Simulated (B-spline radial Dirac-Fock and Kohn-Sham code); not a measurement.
# Inner shells of Mn⁺

Wanted for the Mn⁺ ion: its X-ray form factor and Compton profile, the binding energy of each subshell and how cheaper methods do for the levels.

The numbers are computed with B-spline radial Dirac-Fock and Kohn-Sham code (version 3): a free atom or ion on a radial basis; each step names its model.

## (1) What is computed

Manganese as Mn⁺, configuration [Ar] 3d4 4s1 4p1 (an excited configuration).

```yaml
nuclear_charge: 25
electrons: 24
mass_number: 55
nuclear_rms_radius: 3.7057 fm
```

Outer shells as boxes (Hund's rule, for the drawing alone; heavy ions are jj-coupled, and the calculation averages over the configuration):

```
[Ar] core
3d [↑ ][↑ ][↑ ][↑ ][  ]
4s [↑ ]
4p [↑ ][  ][  ]
```

## (2) Form factor and Compton profile

Model: Dirac-Fock average of configuration, finite nucleus; form factor of the spherical density, Waller-Hartree incoherent function, impulse-approximation Compton profiles.

The run's settings:

```ini
task = scatter
Z = 25
charge = 1
configuration = 1s2 2s2 2p6 3s2 3p6 3d4 4s1 4p1
mass_number = 55
rms_radius = 3.7057  # fm
s = [0.0, 0.05, 0.1, 0.15, 0.2, 0.25, 0.3, 0.35, 0.4, 0.45, 0.5, 0.6, 0.7, 0.8, 0.9, 1.0, 1.1, 1.2, 1.4, 1.6, 1.8, 2.0, 2.5, 3.0, 3.5, 4.0, 5.0, 6.0]  # 1/A
pz = [0, 0.1, 0.15, 0.21, 0.31, 0.46, 0.67, 0.97, 1.4, 2.1, 3.0, 4.4, 6.5, 9.5, 14.0, 20.0, 30.0, 43.0, 63.0, 93.0, 140.0]  # a.u.
photon_energy = [1000, 8047.8, 17479.3, 20000, 30000, 50000, 100000, 500000]  # eV
```

Results of the run (chosen fields of its result record, rounded):

```text
status: converged
form_factor [e]: [24.0, 23.402, 21.96, 20.276, 18.651, 17.124, 15.673, 14.301, 13.031, 11.885, 10.877, 9.2772, 8.1548, 7.3752, 6.8091, 6.3595, 5.9644, 5.59, 4.8575, 4.1528, 3.5143, 2.9702, 2.0404, 1.564, 1.319, 1.1705, 0.95566, 0.76924]
incoherent: [-1.8565e-12, 0.82323, 2.4214, 3.8969, 5.226, 6.5058, 7.7319, 8.875, 9.9233, 10.88, 11.751, 13.259, 14.484, 15.469, 16.27, 16.943, 17.53, 18.056, 18.978, 19.751, 20.389, 20.905, 21.787, 22.317, 22.68, 22.958, 23.363, 23.622]
compton_total [1/a.u.]: [5.653, 5.5808, 5.4919, 5.3425, 5.0115, 4.437, 3.7755, 3.2453, 2.6879, 1.7867, 1.0513, 0.60143, 0.34003, 0.16067, 0.062022, 0.022951, 0.005872, 0.0013298, 0.00021673, 2.9543e-05, 3.527e-06]
shells: ["1s1/2", "2s1/2", "2p1/2", "2p3/2", "3s1/2", "3p1/2", "3p3/2", "3d3/2", "3d5/2", "4s1/2", "4p1/2", "4p3/2"]
occupation: [2.0, 2.0, 2.0, 4.0, 2.0, 2.0, 4.0, 1.6, 2.4, 1.0, 0.33333, 0.66667]
mean_momentum [a.u.]: [21.187, 6.9735, 9.3856, 9.2749, 2.8255, 3.2671, 3.2366, 3.3061, 3.2956, 0.83322, 0.837, 0.83193]
r2 [bohr^2]: 34.511
r_inverse [1/bohr]: 110.09
r1 [bohr]: 19.476
coherent [b]: [359.93, 124.78, 51.298, 43.001, 23.652, 10.362, 3.137, 0.14417]
incoherent_cross_section [b]: [0.64791, 6.3826, 9.5179, 9.9665, 11.051, 11.635, 11.135, 6.9004]
radial_jk:
  3d: {"j0": [1.0, 0.97455, 0.90324, 0.79908, 0.67819, 0.55513, 0.44033, 0.33963, 0.2552, 0.18679, 0.13283, 0.059667, 0.019165, -0.0014924, -0.010784, -0.01391, -0.013911, -0.012498, -0.0086588, -0.0054256, -0.0032357, -0.0018765, -0.00044219, -8.0837e-05, 3.9216e-06, 1.8783e-05, 1.2501e-05, 5.6799e-06], "j2": [0.0, 0.010103, 0.037573, 0.075262, 0.11481, 0.14944, 0.17522, 0.19096, 0.19735, 0.19605, 0.18901, 0.16478, 0.13561, 0.10754, 0.083177, 0.063226, 0.04746, 0.035294, 0.01913, 0.010169, 0.0053147, 0.0027213, 0.00041063, -2.5885e-05, -8.0726e-05, -6.5536e-05, -2.8456e-05, -1.1323e-05], "j4": [0.0, 5.5845e-05, 0.00081846, 0.0036033, 0.0094799, 0.018608, 0.030222, 0.043044, 0.055752, 0.067282, 0.07695, 0.089661, 0.094052, 0.092153, 0.086239, 0.07817, 0.069269, 0.060384, 0.044416, 0.031841, 0.022549, 0.015906, 0.0067368, 0.0029874, 0.0013998, 0.00069156, 0.0001935, 6.2922e-05], "r2": 1.4053, "r4": 4.4494, "r6": 26.687}
  4p: {"j0": [1.0, 0.79009, 0.37735, 0.07912, -0.032839, -0.039488, -0.016202, 0.0043892, 0.0153, 0.018439, 0.017108, 0.010101, 0.0039253, 0.00041817, -0.00095359, -0.0010585, -0.00056643, 0.00010691, 0.0012364, 0.0017557, 0.0017873, 0.0015604, 0.000789, 0.0002855, 5.233e-05, -3.6641e-05, -6.1475e-05, -4.2879e-05], "j2": [0.0, 0.079998, 0.20374, 0.22827, 0.16546, 0.087234, 0.032163, 0.0039475, -0.0061282, -0.0068076, -0.0037511, 0.0033335, 0.0069954, 0.0075186, 0.0063985, 0.0047348, 0.0031213, 0.0018096, 0.00024673, -0.00024804, -0.00019186, 5.878e-05, 0.00059555, 0.00072404, 0.00063754, 0.00049815, 0.00026929, 0.00014118], "r2": 12.704, "r4": 256.22, "r6": 7664.1}
```

The scattering functions against s = sin θ / λ:

```tsv
s (1/Å)	f (e)	f / N	S(s)
0	24.00	1.000	0
0.100	21.96	0.915	2.421
0.200	18.65	0.777	5.226
0.300	15.67	0.653	7.732
0.400	13.03	0.543	9.923
0.500	10.88	0.453	11.75
0.700	8.155	0.340	14.48
0.900	6.809	0.284	16.27
1.10	5.964	0.249	17.53
1.40	4.857	0.202	18.98
1.80	3.514	0.146	20.39
2.50	2.040	0.085	21.79
3.50	1.319	0.055	22.68
5.00	0.9557	0.040	23.36
```

## (3) Hole states by ΔSCF

Model: Dirac-Fock average of configuration, Delta-SCF, finite nucleus, first-order Breit with its frequency dependence, self-energy and vacuum polarisation.

The run's settings:

```ini
task = binding
```

Results of the run (chosen fields of its result record, rounded):

```text
status: converged
shells: ["K", "L1", "L2", "L3", "M1", "M2", "M3", "M4,5", "N1", "N2,3"]
total_energy_parts [Ha]: [-1156.7696, 0.448842444, -0.0391048003, -0.000986999708, 0.297202785, -0.0244436333]
koopmans [eV]: [6619.13, 822.406, 702.897, 692.287, 122.816, 85.3761, 83.9892, 31.1478, 17.5602, 11.6729]
dirac_coulomb [eV]: [6579.26, 805.366, 684.34, 673.923, "-", 81.1681, 79.8553, 27.8107, 17.3072, 11.569]
gaunt [eV]: [-7.28199, -0.438698, -0.834894, -0.561499, "-", -0.080948, -0.0449243, 0.0155985, -0.00359852, -0.00363099]
retardation [eV]: [0.425497, 0.00720858, 0.0839982, 0.0840586, "-", 0.0091157, 0.00910499, -0.00190669, 5.74066e-05, 0.000689144]
breit_frequency [eV]: [0.011263, -0.00182834, -0.000498109, 0.00490625, "-", -0.000150866, 0.000576081, -0.000114345, -2.7783e-05, 2.65646e-05]
self_energy [eV]: [-3.42884, -0.333008, 0.0482574, 0.0229961, "-", 0.0073584, 0.00412469, 0.00435174, -0.00443943, 0.000712404]
vacuum_polarisation [eV]: [0.286673, 0.0261155, -0.00277355, -0.00286588, "-", -0.000458848, -0.000471928, -0.000303954, 0.000340511, -5.97407e-05]
binding [eV]: [6569.27, 804.626, 683.634, 673.47, "-", 81.103, 79.8237, 27.8283, 17.2995, 11.5668]
mean_radius [bohr]: [0.0608617, 0.277497, 0.244399, 0.247261, 0.843621, 0.888149, 0.896112, 1.05904, 2.70393, 3.34581]
```

total_energy_parts: Dirac-Coulomb, Gaunt, retardation, frequency dependence, self-energy, vacuum polarisation. Blank entries are hole states that did not converge, or in which two open shells of one symmetry are about equally filled, where the average of configuration falls too low.

Each level as Koopmans' value plus corrections (eV):

```tsv
level	-ε	relaxation	Breit	QED	binding
1s	6619.1	-39.87	-6.85	-3.14	6569.3
2s	822.4	-17.04	-0.43	-0.31	804.6
2p1/2	702.9	-18.56	-0.75	0.05	683.6
2p3/2	692.3	-18.36	-0.47	0.02	673.5
3p1/2	85.38	-4.21	-0.07	0.01	81.10
3p3/2	83.99	-4.13	-0.04	0.00	79.82
3d	31.15	-3.34	0.01	0.00	27.83
4s	17.56	-0.25	0.00	0.00	17.30
4p	11.67	-0.10	0.00	0.00	11.57
```

X-ray lines as differences of these levels:

```tsv
line	energy (eV)
Kβ1 (K-M3)	6489.4
Kβ3 (K-M2)	6488.2
Kα1 (K-L3)	5895.8
Kα2 (K-L2)	5885.6
Lβ3 (L1-M3)	724.8
Lβ4 (L1-M2)	723.5
Lγ5 (L2-N1)	666.3
Lβ6 (L3-N1)	656.2
```

## (4) The levels by Dirac PBE

Model: Dirac-Kohn-Sham PBE, finite nucleus, spherical and without spin polarisation.

Settings, as recorded:

```ini
task = binding-ladder
method = pbe,pbe
relativity = dirac
```

Results of the run (chosen fields of its result record, rounded):

```text
status: converged
shells: ["K", "L1", "L2", "L3", "M1", "M2", "M3", "M4,5", "N1", "N2,3"]
minus_eigenvalue [eV]: [6444.45, 760.665, 653.825, 643.4, 101.782, 71.1595, 69.857, 21.5307, 14.3146, 8.98457]
delta_scf [eV]: [6594.56, 785.601, 683.582, 672.733, 111.004, 80.1197, 78.7627, 29.561, 18.2399, 12.238]
total_energy [Ha]: -1157.63379
dirac_fock_binding [eV]: [6569.27, 804.626, 683.634, 673.47, "-", 81.103, 79.8237, 27.8283, 17.2995, 11.5668]
```

Against the Dirac-Fock value with Breit and QED (eV):

```tsv
level	-ε	miss	ΔSCF	miss	Dirac-Fock
K	6444.4	-124.8	6594.6	+25.3	6569.3
L1	760.7	-44.0	785.6	-19.0	804.6
L2	653.8	-29.8	683.6	-0.1	683.6
L3	643.4	-30.1	672.7	-0.7	673.5
M2	71.16	-9.9	80.12	-1.0	81.10
M3	69.86	-10.0	78.76	-1.1	79.82
M4,5	21.53	-6.3	29.56	+1.7	27.83
N1	14.31	-3.0	18.24	+0.9	17.30
N2,3	8.98	-2.6	12.24	+0.7	11.57
```

## (5) Cost and miss by method

| method | level | eigenvalue miss (%) | ΔSCF miss (%) | time |
| --- | --- | --- | --- | --- |
| Dirac PBE | K | -1.90 | +0.39 | 11 s |
| Dirac-Fock + Breit + QED | all | - | reference | 16 s |

Times cover the ground state and all hole states of a step, on one thread of a shared host; states solved in an earlier step are reused, and a first call can include compiling.

## (6) Outcome

```
                        quantity               value
rms radius of the electron cloud           1.20 bohr
           form factor halves at            0.44 1/Å
         Compton profile at zero        5.653 1/a.u.
           deepest level, K (1s)           6569.3 eV
          least bound, N2,3 (4p)            11.57 eV
                             Kα1           5895.8 eV
 Dirac PBE, K: eigenvalue / ΔSCF  6444.4 / 6594.6 eV
```

The form factor starts at the 24 electrons and halves by s = 0.44 1/Å. Incoherent scattering outweighs coherent from 50.0 keV on, among the energies asked. For K (1s), relaxation takes off 39.9 eV, Breit terms shift it by -6.85 and QED by -3.14 eV. Dirac PBE misses the K level by -1.9 % with its eigenvalue and by +0.4 % with ΔSCF, so total-energy differences mend most of the error. The Hartree-Fock and Dirac-Fock values hold no electron correlation.
